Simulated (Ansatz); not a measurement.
**CH₂AlBF₂: small, medium and large basis sets**

One table from this session's results is given with a row withheld; the runs are named, their logs left out.

Program: Ansatz 0.2.0, Gaussian basis. Level of theory: one geometry, several basis sets. These are calculated values, not measurements.

Plan: PBE0-D4/def2-SVP; ωB97M-V/def2-SVP; PBE0-D4/def2-QZVPP; ωB97M-V/def2-QZVPP; the functionals' def2-TZVPP values are taken from earlier runs.

## Structure used throughout

All runs share one geometry, relaxed beforehand with PBE0-D4 in a triple-zeta def2 set.

7 atoms, charge 0, spin multiplicity 1.

Atoms are counted from 1 here; the program's logs count them from 0.

Bond lengths: F1–Al5 1.647 Å, C2–F3 1.316 Å, C2–B4 1.349 Å, C2–Al5 2.002 Å, B4–Al5 2.427 Å, B4–H6 1.174 Å, Al5–H7 1.570 Å. Angles: F3–C2–B4 151.8°, F3–C2–Al5 117.5°, B4–C2–Al5 90.7°, C2–B4–Al5 55.6°, C2–B4–H6 163.8°, Al5–B4–H6 108.2°, F1–Al5–C2 110.8°, F1–Al5–B4 144.5°, F1–Al5–H7 119.7°, C2–Al5–B4 33.8°, C2–Al5–H7 129.6°, B4–Al5–H7 95.8°.

The first run:

in.yaml

```yaml
crystal:
  periodic: [false, false, false]
  atoms:
    - {symbol: F, position_ang: [1.560840, -1.337441, -1.322275]}
    - {symbol: C, position_ang: [-0.503082, -0.611804, 0.743910]}
    - {symbol: F, position_ang: [-0.478491, -1.877825, 1.102833]}
    - {symbol: B, position_ang: [-0.963179, 0.650134, 0.866622]}
    - {symbol: Al, position_ang: [0.698731, -0.053540, -0.756261]}
    - {symbol: H, position_ang: [-1.151202, 1.799768, 0.724092]}
    - {symbol: H, position_ang: [0.897582, 1.362609, -1.404620]}
basis:
  gaussian: {orbitals: def2-SVP}
hamiltonian: {xc: pbe0, dispersion: d4}
output: {orbitals: {seedname: orbitals}}
```

Command:

```
$ ansatz run in.yaml --threads 2 --pin off --events-out ev --progress --plain --max-ram 4352MiB
```

Steps of the session up to this table: PBE0-D4 in def2-SVP; ωB97M-V in def2-SVP; PBE0-D4 in def2-QZVPP; ωB97M-V in def2-QZVPP.

One table of the session follows, with a row left open; its other results are not shown here.

```
functional       basis  HOMO (eV)  LUMO (eV)
   PBE0-D4    def2-SVP      -7.40      -2.00
   PBE0-D4  def2-TZVPP      -7.45      -2.10
   PBE0-D4  def2-QZVPP      -7.47      -2.13
   ωB97M-V    def2-SVP      -9.53       0.06
   ωB97M-V  def2-TZVPP      -9.61      -0.14
   ωB97M-V  def2-QZVPP          ?          ?
```

**Question.** Estimate the row for ωB97M-V, def2-QZVPP.

As computed: HOMO (eV): -9.64; LUMO (eV): -0.26. In the column «HOMO (eV)» it is the lowest.
